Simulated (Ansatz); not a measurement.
**WHO (sextet): from Hartree-Fock to the top rungs at a displaced geometry (v1), def2-SVP**

One table from this session's results is given with a row withheld; the runs are named, their logs left out.

Program: Ansatz 0.2.0, Gaussian basis. Level of theory: def2-SVP, core rule «outside noble gas», up to 5 orbitals frozen. These are calculated values, not measurements.

Plan: UHF; CCSD(T) on ROHF; CCSD(T) on UHF; CISD as a restricted active space (open shells left free, so some higher excitations enter); CCSDT(Q) on ROHF; CCSDT(Q) on UHF; CASSCF and MRCISD+Q, 13 electrons in 11 orbitals; CASSCF and NEVPT2, 13 electrons in 11 orbitals.

22 further runs of the same task are left out: 4 for a known fault of the program, 6 that didn't finish, 12 set aside as unsound or not needed. Runs told in other sessions of the task aren't counted.

## The system

The geometry is a PBE0/def2-TZVP stationary point (not a proven minimum) with its atoms shifted at random (size 0.040 Å). No spin-orbit coupling is included. Elements past krypton take def2 core potentials.

3 atoms, charge 0, spin multiplicity 6.

Atoms are counted from 1 here; the program's logs count them from 0.

Bond lengths: W1–O2 1.933 Å, O2–H3 1.036 Å. Angles: W1–O2–H3 118.9°.

Set-up of the first run:

Contents of in.yaml:

```yaml
crystal:
  periodic: [false, false, false]
  atoms:
    - {symbol: W, position_ang: [-0.000170, 0.006622, 0.166159]}
    - {symbol: O, position_ang: [-0.001003, -0.123130, -1.762841]}
    - {symbol: H, position_ang: [0.046961, 0.746628, -2.323855]}
basis:
  gaussian: {orbitals: def2-SVP}
magnetization: {spin_polarized: true, initial_magnetization: 5}
hamiltonian: {xc: hf}
output: {orbitals: {seedname: orbitals}}
```

Started as:

```bash
ansatz run in.yaml --threads 1 --pin off --events-out ev --progress --plain --max-ram 2393MiB
```

Among the steps run: UHF; CCSD(T) on ROHF; CCSD(T) on UHF; CISD as a restricted active space (open shells left free, so some higher excitations enter); CCSDT(Q) on ROHF; CCSDT(Q) on UHF; CASSCF and MRCISD+Q, 13 electrons in 11 orbitals; CASSCF and NEVPT2, 13 electrons in 11 orbitals.

One table of the session follows, with a row left open; its other results are not shown here.

```
          method  from RCCSDT(Q) (meV)
            ROHF               +7844.3
             UHF               +7690.1
            RMP2                     ?
            UMP2                +419.8
           RCCSD                +234.1
           UCCSD                +137.1
        RCCSD(T)                 +31.0
        UCCSD(T)                 -66.0
          RCCSDT                 +16.3
          UCCSDT                 -80.0
       RCCSDT(Q)                     0
       UCCSDT(Q)                -103.9
  CASSCF valence               +6229.8
  NEVPT2 valence               +1196.1
  MRCISD valence                +501.9
MRCISD+Q valence                 +88.6
```

Estimate the missing values for RMP2.

As computed: from RCCSDT(Q) (meV): +540.1. In the column «from RCCSDT(Q) (meV)» it lies between MRCISD valence (+501.9) and NEVPT2 valence (+1196.1).

Not comparable, so not listed: CISD as a restricted active space (open shells left free, so some higher excitations enter) (they don't share determinant, frozen orbitals or solution with the rows shown, or repeat one).

Limits of these values: Restricted and unrestricted rows rest on different reference determinants; a gap between their highest levels can come from leftover correlation error, from unlike frozen cores or from another state.
